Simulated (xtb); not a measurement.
# GFN2-xTB (symmetry threshold 0.05) run of CH3Cl3Zr (SMILES [CH3][Zr]([Cl])([Cl])[Cl])

Wanted: vibrational wavenumbers of CH3Cl3Zr. 

Program for the calculation: xtb 6.7.1.

4 further runs of the same task are left out: 4 set aside as unsound or not needed.

### Step 1. The structure to begin with

CH3Cl3Zr: 8 atoms, total charge 0, spin state singlet. SMILES: `[CH3][Zr]([Cl])([Cl])[Cl]`. Geometry: optimised at GFN2-xTB.

Bond lengths: Zr1–C2 2.208 Å, Zr1–Cl6 2.273 Å, Zr1–Cl7 2.273 Å, Zr1–Cl8 2.273 Å, C2–H3 1.105 Å, C2–H4 1.105 Å, C2–H5 1.105 Å. Some angles: C2–Zr1–Cl6 111.2°, C2–Zr1–Cl7 111.2°, C2–Zr1–Cl8 111.2°, Cl6–Zr1–Cl7 107.6°, Cl6–Zr1–Cl8 107.6°, Cl7–Zr1–Cl8 107.7°, Zr1–C2–H3 111.7°, Zr1–C2–H4 111.7°, Zr1–C2–H5 111.6°, H3–C2–H4 107.2°.

### Step 2. The harmonic vibrations at GFN2-xTB (symmetry threshold 0.05)

xtb.inp reads:

```
$symmetry
   desy=0.05
$end
```

input.xyz reads:

```xyz
8
CH3Cl3Zr
Zr    -0.00113     0.00261    -0.94817
C      0.00115    -0.00337     1.25987
H     -1.02331     0.05961     1.66883
H      0.56958     0.85103     1.66929
H      0.45851    -0.92415     1.66451
Cl     2.11680    -0.01226    -1.77302
Cl    -1.04609     1.84795    -1.76583
Cl    -1.07551    -1.82141    -1.77547
```

The run is started by

```sh
$ xtb input.xyz --gfn 2 --input xtb.inp --hess | tee input.out
```

Q: Predict the results. Wanted: total energy; dipole moment; HOMO energy; LUMO energy; HOMO–LUMO gap; dispersion energy; mean polarisability; lowest harmonic wavenumber; highest harmonic wavenumber.

**Answer.** As computed:

At GFN2-xTB (symmetry threshold 0.05):

| quantity | value |
| --- | --- |
| total energy | -19.11122 Eh |
| dipole moment | 3.24 D |
| HOMO energy | -11.20 eV |
| LUMO energy | -8.78 eV |
| HOMO–LUMO gap | 2.42 eV |
| dispersion energy | -15.02 kJ/mol |
| mean polarisability (D4 model) | 86.5 bohr³ |
| lowest harmonic wavenumber | 31 cm⁻¹ |
| highest harmonic wavenumber | 2864 cm⁻¹ |
| zero-point energy | 94.3 kJ/mol |

What this shows: All 18 modes are real, so the shape is a minimum at this level.
